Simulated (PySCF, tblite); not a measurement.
# C₃H₈BN− (doublet): geometry, infrared bands and EPR parameters

Wanted: the infrared bands and EPR parameters of C₃H₈BN− (doublet) (`BN(C)[CH-][CH2]`), by calculation.

The runs use tblite 0.8.0 and PySCF 2.14.0, with density-fitted response routines of our own; the level of theory stands in each step. All values are computed, except where a source is named. Atoms are numbered from 0 throughout.

## 1. The starting structure

13 atoms, charge -1, multiplicity 2; geometry from: force field or distance geometry start.

Bonds of the start (Å): B0–N1 1.51, N1–C2 1.44, N1–C3 1.46, C3–C4 1.53, B0–H5 1.20, B0–H6 1.19, C2–H7 1.11, C2–H8 1.11, C2–H9 1.11, C3–H10 1.09, C4–H11 1.09, C4–H12 1.10.

## 2. Relaxing the molecule with GFN2-xTB

Job settings and geometry (Å):

```
{"job": {"kind": "relax", "xc": "GFN2-xTB", "basis": "xTB"}, "charge": -1, "multiplicity": 2}
B     -1.019600     1.301700     0.519100
N     -0.327800    -0.025900     0.313800
C     -1.165100    -1.044500    -0.258100
C      0.817600     0.093600    -0.582000
C      2.014800    -0.352700     0.267800
H     -2.049500     1.375900     1.135100
H     -0.337200     2.276800     0.579400
H     -0.718100    -2.023000     0.020800
H     -1.127600    -0.998500    -1.369600
H     -2.208400    -1.018400     0.125700
H      0.941600     1.101100    -0.983300
H      2.682700     0.480000     0.510400
H      2.492100    -1.165600    -0.296800
```

Run with:

```
$ OMP_NUM_THREADS=1 python probes_run.py task.json out
```

The driver reads the jobs from task.json and runs them one after another.

**Question.** This job is followed by: GFN2-xTB harmonic vibrations, gas phase; UKS B3LYP, pcH-1 on B C H N, non-relativistic, mean-field spin-orbit, GIAO. What will the session give for the following? strongest single infrared mode (GFN2-xTB); zero-point energy (GFN2-xTB); g(iso) (B3LYP); ⟨S²⟩; largest a(iso) (averaged by class).

As calculated:

```
                                 quantity                    value
strongest single infrared mode (GFN2-xTB)    2326 cm⁻¹, 573 km/mol
             zero-point energy (GFN2-xTB)            62.7 kcal/mol
                           g(iso) (B3LYP)                  2.00240
                                     ⟨S²⟩       0.760 (exact 0.75)
       largest a(iso) (averaged by class)  1H on H5, H6, -39.9 MHz
```

**Reading.** The optimisation took 85 steps and gained 2.464 eV; among the close pairs (by a distance rule), C3–C4 changed most, from 1.534 to 1.403 Å. All 33 modes are real, so the xTB geometry is a minimum. The strongest single mode, at 2326 cm⁻¹, moves mainly H5. Unscaled tight-binding wavenumbers are off by several per cent, some by more. Its intensities can rank the bands wrongly. B0 carries the largest spin population, 0.85 e. The isotropic g lies 0.1 ppt above the free-electron value. The records flag this anion as possibly unbound in the gas phase, so the basis may hold the extra electron. The conformer search (at its own cheap level) found a structure 3.1 kcal/mol lower, so these spectra needn't be the molecule's.
